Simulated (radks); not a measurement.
# Taking charge from the 5d level of Ir in fractions

An exercise on one series of results from a longer session: the logs are not shown, and one member is left open.

Program: radks (a radial shooting solver on a logarithmic mesh, Libxc functionals) version 1. Level of theory: Dirac Kohn-Sham, LDA (Slater exchange, Perdew-Wang correlation), spin-unpolarised, spherical densities, finite nucleus. These are calculated values, not measurements, unless marked.

## The atom as given

```
element            : iridium (Z = 77)
charge             : 0
electrons          : 77
configuration      : [Xe] 4f14 5d(3/2: 4, 5/2: 3) 6s2
nuclear rms radius : 5.4032 fm
```

A shell typed twice in an input gives the lower j, then the higher j.

Set-up of the first run:

Settings of this run:

```text
Z 77
configuration [Xe] 4f14 5d4 5d3 6s2
relativity Dirac
functional lda,pw
spin unpolarised
j_filling energy
nucleus finite rms 5.4032 fm
c 137.035999084
```

Among the steps run: Start: [Xe] 4f14 5d(3/2: 4, 5/2: 3) 6s2.

One of the session's tables, all rows but one given; the rest of the session is left out.

It belongs to the step «Start: [Xe] 4f14 5d(3/2: 4, 5/2: 3) 6s2». From the orbitals of this run (lengths in bohr):

```
level     <r>  outermost maximum (interpolated)  90 % within  nodes
5s1/2  0.9782                             0.891         1.40      4
5p1/2   1.064                             0.946         1.55      3
4f5/2  0.5315                             0.392        0.863      0
4f7/2       ?                                 ?            ?      ?
5p3/2   1.165                              1.03         1.70      3
5d3/2   1.682                              1.28         2.66      2
5d5/2   1.763                              1.32         2.80      2
6s1/2   2.891                              2.40         4.32      5
```

**Question.** Estimate the row for 4f7/2.

**Answer.** <r>: 0.5392; outermost maximum (interpolated): 0.397; 90 % within: 0.876; nodes: 0. In the column «<r>» it lies between 4f5/2 (0.5315) and 5s1/2 (0.9782).
